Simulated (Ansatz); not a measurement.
**EuV: one candidate of a structure search**

Where does this trial cell of EuV go when cell and atoms are let free?

Method: DFT PBE, scalar-relativistic, plane waves, PAW, in Ansatz 0.2.0.

## 1. Starting point

Symmetry: Fd-3m, No. 227, cubic system. The conventional cell has a = 7.231 Å, b = 7.231 Å, c = 7.231 Å, α = 90.00°, β = 90.00°, γ = 90.00°. Around Eu (site symmetry -43m) lie 4 Eu at 3.13 Å and 4 V at 3.13 Å. V (site symmetry -43m) is surrounded by 4 Eu at 3.13 Å and 4 V at 3.13 Å.

As a file:

```
Eu V
1.0
     0.00000    3.61535    3.61535
     3.61535    0.00000    3.61535
     3.61535    3.61535    0.00000
Eu V
2 2
Direct
  0.00000 0.00000 0.00000
  0.25000 0.25000 0.25000
  0.50000 0.50000 0.50000
  0.75000 0.75000 0.75000
```

Recipe of the guess: species swapped into a database cell of NaIn (Fd-3m, No. 227), with V on the Na sites and Eu on the In sites. The dimensions are guesses.

## 2. Probe: one point on a coarse mesh

File input.yaml:

```yaml
crystal:
  lattice:
    - [0.0, 3.6153533, 3.6153533]
    - [3.6153533, 0.0, 3.6153533]
    - [3.6153533, 3.6153533, 0.0]
  atoms:
    - { symbol: Eu, position: [0.0, 0.0, 0.0], spin: -7.0 }
    - { symbol: Eu, position: [0.25, 0.25, 0.25], spin: 7.0 }
    - { symbol: V, position: [0.5, 0.5, 0.5], spin: 2.0 }
    - { symbol: V, position: [0.75, 0.75, 0.75], spin: -2.0 }
basis:
  ecutwfc: 420
kpoints:
  mp_grid: { grid: [4, 4, 4] }
hamiltonian:
  xc: pbe
scf:
  occupations: { method: gaussian, width: 0.1 }
  lower_state_search: "off"
output:
  forces: true
  stress: true
  eigenvalues: true
  populations: true
magnetization:
  spin_polarized: true
```

Command:

```sh
$ ansatz run input.yaml --threads 1 --pin off --max-ram 2560MiB --backend cpu --events-out ev --progress --plain --runs-dir out
```

Further runs follow: final relaxation.

**Question.** What will these runs give? Wanted: conventional cell; volume; energy over the elements; gap on the mesh; total moment.

The runs gave:

| quantity | value |
| --- | --- |
| symmetry at the end (tolerance 0.05 Å) | space group Fd-3m (No. 227) |
| conventional cell | a = 7.221 Å, b = 7.221 Å, c = 7.221 Å, α = 90.00°, β = 90.00°, γ = 90.00° |
| volume | 23.53 Å³/atom |
| energy over the elements | +0.65 eV/atom |
| gap on the mesh | none (metal) |
| total moment | 0.00 μB/cell |

The space group Fd-3m (No. 227) is kept, at nearly the size of the first guess. The formation energy is positive, so the separate elements lie lower. No finished test with a distortion of lower symmetry is shown, so the end may be a saddle point. Spin-orbit coupling is left out for Eu. The open f shell has no Hubbard U here, which places its levels poorly. Other magnetic orders were not searched.
